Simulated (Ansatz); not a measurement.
# CH₃NSn: up Jacob's ladder to CCSD(T)

An exercise on one series of results from a longer session: the logs are not shown, and one member is left open.

Program: Ansatz 0.2.0, Gaussian basis. Level of theory: functionals in def2-TZVPP, the program's frozen cores in correlated methods. These are calculated values, not measurements.

The runs, in order: LDA (SPW92), PBE-D4, revPBE-D4, BLYP-D4, r2SCAN-D4, B97M-V, PBE0-D4, B3LYP-D4, r2SCANh-D4, r2SCAN0-D4, HSE06-D4, BHLYP-D4, CAM-B3LYP-D4, LC-ωPBE, ωB97X-V, ωB97M-V, B2PLYP, PBE-QIDH; CCSD(T)/def2-SVP; CCSD(T)/def2-TZVPP; MP2/def2-QZVPP; extrapolation to the limit; RPA on PBE.

**The geometry**

An earlier PBE0-D4 in a triple-zeta def2 set relaxation fixed the geometry. Sn takes the def2 core potential; no spin-orbit term is included.

SMILES `N#[C][SnH3]`, 6 atoms, charge 0, spin multiplicity 1.

Atoms are counted from 1 here; the program's logs count them from 0.

Bond lengths: N1–C2 1.152 Å, C2–Sn3 2.112 Å, Sn3–H4 1.695 Å, Sn3–H5 1.695 Å, Sn3–H6 1.695 Å. Angles: N1–C2–Sn3 179.8°, C2–Sn3–H4 106.1°, C2–Sn3–H5 106.0°, C2–Sn3–H6 106.1°, H4–Sn3–H5 112.7°, H4–Sn3–H6 112.6°, H5–Sn3–H6 112.6°.

The first run:

File in.yaml:

```yaml
crystal:
  periodic: [false, false, false]
  atoms:
    - {symbol: N, position_ang: [2.057048, -0.924658, 1.310657]}
    - {symbol: C, position_ang: [1.149591, -0.518109, 0.728496]}
    - {symbol: Sn, position_ang: [-0.513933, 0.221619, -0.342797]}
    - {symbol: H, position_ang: [-0.145034, 1.830119, -0.731384]}
    - {symbol: H, position_ang: [-0.663688, -0.763714, -1.714275]}
    - {symbol: H, position_ang: [-1.841885, 0.090742, 0.703003]}
basis:
  gaussian: {orbitals: def2-TZVPP}
hamiltonian: {xc: lda}
output: {orbitals: {seedname: orbitals}}
```

Among the steps run: LDA; PBE-D4 (GGA); revPBE-D4 (GGA); BLYP-D4 (GGA); r2SCAN-D4 (meta-GGA); B97M-V (meta-GGA); PBE0-D4 (hybrid); B3LYP-D4 (hybrid); r2SCANh-D4 (hybrid); r2SCAN0-D4 (hybrid); HSE06-D4 (hybrid); BHLYP-D4 (hybrid); CAM-B3LYP-D4 (range-separated); LC-ωPBE-D4 (range-separated; the results give it without D4); ωB97X-V (range-separated); ωB97M-V (range-separated); B2PLYP (double hybrid); PBE-QIDH (double hybrid).

One table of the session follows, with a row left open; its other results are not shown here.

It belongs to the step «Orbital energies across the functionals». 

| functional | HOMO (eV) | gap (eV) |
| --- | --- | --- |
| LDA (SPW92) | -8.35 | 6.92 |
| PBE-D4 | -8.23 | 7.02 |
| revPBE-D4 | -8.17 | 7.05 |
| BLYP-D4 | -8.08 | 6.97 |
| r2SCAN-D4 | -8.53 | 7.54 |
| B97M-V | -8.53 | 7.50 |
| PBE0-D4 | -9.53 | 9.18 |
| B3LYP-D4 | ? | ? |
| r2SCANh-D4 | -9.01 | 8.36 |
| r2SCAN0-D4 | -9.72 | 9.58 |
| HSE06-D4 | -9.12 | 8.42 |
| BHLYP-D4 | -10.68 | 10.97 |
| CAM-B3LYP-D4 | -10.92 | 11.38 |
| LC-ωPBE | -12.36 | 13.89 |
| ωB97X-V | -11.94 | 13.36 |
| ωB97M-V | -11.78 | 12.81 |

Q: Estimate the row for B3LYP-D4 from the others.

Worked estimate for «HOMO (eV)». Against the share of exact exchange, BLYP-D4 (0, -8.08), BHLYP-D4 (0.5, -10.68) give a slope of -5.20 per unit share; at 0.2 the line stands at -9.12.

The run gave: HOMO (eV): -9.28; gap (eV): 8.68. In «HOMO (eV)» the line misses by +0.16.
